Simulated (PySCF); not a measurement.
# C5H10N2Si: the cost of one run

Programs: PySCF 2.14.0, with density-fitted response routines of our own. Each step states its level of theory. These are calculated values for one molecule in the gas phase, unless marked as measured. Atoms count from 0, in the outputs and in this text.

### 1 The molecule as given

18 atoms, charge 0, multiplicity 1; geometry from: GFN2-xTB.

Bonds of the start (Å): N0–C1 1.25, C1–C2 1.51, C2–N3 1.45, C1–C4 1.51, C4–C5 1.45, C5–C6 1.21, C6–Si7 1.84, N0–H8 1.02, C2–H9 1.10, C2–H10 1.10, N3–H11 1.01, N3–H12 1.02, C4–H13 1.09, C4–H14 1.09, Si7–H15 1.46, Si7–H16 1.47, Si7–H17 1.47.

### 2 Excited states and response: CAM-B3LYP/def2-SVPD

What the job is given:

```
{"job": {"kind": "uv", "xc": "CAM-B3LYP", "basis": "def2-SVPD", "nstates": 8, "ntriplets": 3}, "charge": 0, "multiplicity": 1}
N     -1.757787     0.445456    -1.900607
C     -1.165073     0.697166    -0.824312
C     -1.661352     0.347518     0.563377
N     -2.752783    -0.609201     0.479044
C      0.163624     1.410520    -0.879351
C      1.214719     0.579237    -0.325186
C      2.065010    -0.133186     0.146633
Si     3.376940    -1.217916     0.855921
H     -2.651549    -0.028227    -1.777545
H     -0.805333     0.004185     1.168667
H     -2.048681     1.263865     1.023746
H     -3.166725    -0.761415     1.391165
H     -2.407276    -1.501656     0.139700
H      0.101732     2.340370    -0.304453
H      0.388022     1.645556    -1.921951
H      4.201431    -1.734157    -0.238104
H      2.717819    -2.318570     1.567483
H      4.178504    -0.423228     1.790792
```

Method: TDDFT CAM-B3LYP/def2-SVPD, vertical, gas phase, core orbitals frozen in the response.

The run is started by

```console
$ OMP_NUM_THREADS=1 python probes_run.py task.json out
```

One launch serves the whole session: the jobs run in the order shown.

**Question.** How long does this job take on 1 thread of Arm Neoverse V2, shared host, and how much memory does it need?

About 77 s, with a peak of 1.2 GiB.
